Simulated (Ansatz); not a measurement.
# AsF+ (doublet): the correlation ladder, cc-pVDZ

The task here is to estimate one member of a computed series from the others.

Computed with Ansatz 0.2.0, Gaussian basis. Level: cc-pVDZ, core rule «outside noble gas», up to 15 orbitals frozen.

The runs, in order: UHF; CCSD(T) on ROHF; CCSD(T) on UHF; BCCD(T) on ROHF; CISD as a restricted active space (open shells left free, so some higher excitations enter); CCSDT(Q) on ROHF; CCSDT(Q) on UHF; CASSCF and MRCISD+Q, 11 electrons in 8 orbitals; CASSCF and NEVPT2, 11 electrons in 8 orbitals.

16 further runs of the same task are left out: 7 that didn't finish, 9 set aside as unsound or not needed. Runs told in other sessions of the task aren't counted.

## What is computed

The geometry is a PBE0/def2-TZVP stationary point (not a proven minimum) of the parent state, kept for this charge and spin. No spin-orbit coupling is included. The filled d shell of As may be among the frozen orbitals whatever the setting's name suggests.

2 atoms, charge 1, spin multiplicity 2.

Atoms are counted from 1 here; the program's logs count them from 0.

Bond lengths: F1–As2 1.741 Å.

The first run:

The input, in.yaml:

```yaml
crystal:
  periodic: [false, false, false]
  atoms:
    - {symbol: F, position_ang: [0.000000, 0.000000, 0.000000]}
    - {symbol: As, position_ang: [0.000000, 0.000000, 1.741200]}
basis:
  gaussian: {orbitals: cc-pVDZ}
total_charge: 1
magnetization: {spin_polarized: true, initial_magnetization: 1}
hamiltonian: {xc: hf}
output: {orbitals: {seedname: orbitals}}
```

Started as:

```
$ ansatz run in.yaml --threads 1 --pin off --events-out ev --progress --plain --max-ram 2393MiB
```

Steps of the session up to this table: UHF; CCSD(T) on ROHF; CCSD(T) on UHF; BCCD(T) on ROHF; CISD as a restricted active space (open shells left free, so some higher excitations enter); CCSDT(Q) on ROHF; CCSDT(Q) on UHF; CASSCF and MRCISD+Q, 11 electrons in 8 orbitals; CASSCF and NEVPT2, 11 electrons in 8 orbitals.

One table of the session follows, with a row left open; its other results are not shown here.

| method | from UCCSDT(Q) (meV) |
| --- | --- |
| ROHF | +7842.3 |
| UHF | +7727.9 |
| RMP2 | +605.2 |
| UMP2 | +610.2 |
| RCCSD | +276.3 |
| UCCSD | +271.5 |
| RCCSD(T) | +56.1 |
| UCCSD(T) | ? |
| BCCD(T) | +47.4 |
| RCCSDT | +32.5 |
| UCCSDT | +29.4 |
| RCCSDT(Q) | +18.1 |
| UCCSDT(Q) | 0 |
| CASSCF valence | +5816.2 |
| NEVPT2 valence | +1115.9 |
| MRCISD valence | +408.8 |
| MRCISD+Q valence | +80.3 |

Q: Estimate the row for UCCSD(T) from the others.

As computed: from UCCSDT(Q) (meV): +53.5. In the column «from UCCSDT(Q) (meV)» it lies between BCCD(T) (+47.4) and RCCSD(T) (+56.1).

Not comparable, so not listed: CISD as a restricted active space (open shells left free, so some higher excitations enter) (they don't share determinant, frozen orbitals or solution with the rows shown, or repeat one).

Limits of these values: Restricted and unrestricted rows rest on different reference determinants; a gap between their highest levels can come from leftover correlation error, from unlike frozen cores or from another state.
